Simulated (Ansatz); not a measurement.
# P: pressure up to the limit of the methods

How does P (hcp type) answer strong compression? The runs shown use PAW.

Program: Ansatz 0.2.0. Level of theory: DFT PBEsol, with the methods named in each step. These are calculated values, not measurements.

1 further run of the same task is left out (it didn't finish). Runs told in other sessions of the task aren't counted.

## (1) The starting structure

Symmetry: P6_3/mmc, No. 194, hexagonal system. The conventional cell has a = 2.776 Å, b = 2.776 Å, c = 4.496 Å, α = 90.00°, β = 90.00°, γ = 120.00°. Around P (site symmetry -6m2) lie 12 P at 2.76 to 2.78 Å.

Structure file:

```xyz
2
Lattice="2.7756 0.0000 0.0000 -1.3878 2.4037 0.0000 0.0000 0.0000 4.4965" Properties=species:S:1:pos:R:3 pbc="T T T"
P     0.0000    1.6025    1.1241
P     1.3878    0.8012    3.3724
```

Whether this phase is the stable one at these pressures isn't tested.

Atoms are numbered in the order of the input: P1, P2.

## (2) Cell relaxed at zero pressure, PAW

Contents of input.yaml:

```yaml
crystal:
  lattice:
    - [2.7756105922, 0.0, 0.0]
    - [-1.3878052961, 2.4037492838, 0.0]
    - [0.0, 0.0, 4.4964891593]
  atoms:
    - { symbol: P, position: [0.3333333333, 0.6666666667, 0.25] }
    - { symbol: P, position: [0.6666666667, 0.3333333333, 0.75] }
kpoints:
  mp_grid: { grid: [16, 16, 9] }
scf:
  occupations: { method: fermi_dirac, width: 0.08 }
hamiltonian:
  xc: pbesol
  pseudopotentials: { kind: paw }
output:
  forces: true
  stress: true
  write_density: true
  write_potential: true
  elf: true
  volumetric_format: npy
relax:
  f_tol: 0.005
  max_steps: 40
  cell: {}
```

Launch:

```sh
$ ansatz run input.yaml --threads 1 --pin off --max-ram 2048MiB --backend cpu --events-out ev --progress --plain --runs-dir out
```

After this run come: Volume scaled by 1, PAW; Shape and atoms relaxed at 0.88 of the volume, PAW; Volume scaled by 0.88, PAW; Shape and atoms relaxed at 0.78 of the volume, PAW; Volume scaled by 0.78, PAW; Shape and atoms relaxed at 0.68 of the volume, PAW; Volume scaled by 0.68, PAW; Shape and atoms relaxed at 0.58 of the volume, PAW; Volume scaled by 0.58, PAW; Shape and atoms relaxed at 0.5 of the volume, PAW; Volume scaled by 0.5, PAW; Shape and atoms relaxed at 0.43 of the volume, PAW; Volume scaled by 0.43, PAW; Volume scaled by 0.43, PAW (core large).

Q: Predict the outcome of this session. Wanted: PAW pressure at 0.43 of the volume; PAW; fitted bulk modulus at zero pressure.

As calculated:

| quantity | value |
| --- | --- |
| PAW pressure at 0.43 of the volume | 380.4 GPa |
| PAW (core large) pressure at 0.43 of the volume | 380.4 GPa |
| fitted bulk modulus at zero pressure (PAW) | 99 GPa |
| its pressure derivative | 3.64 |

In words: At 0.43 of the starting volume PAW gives 380 GPa. A third-order Birch-Murnaghan curve fits the range only roughly (B₀ = 99 GPa, B′ = 3.64, misfit at most 9.95 GPa). A fit over so wide a range leans to the high pressures, so B₀ can be off by several per cent. No all-electron run checks these rows here, and frozen cores can fail under such compression. The ions are at rest, and the electrons smeared by 0.08 eV.

At pressures up to 380 GPa the PAW spheres may overlap and frozen cores may not hold, so those PAW values are rough without an all-electron check.
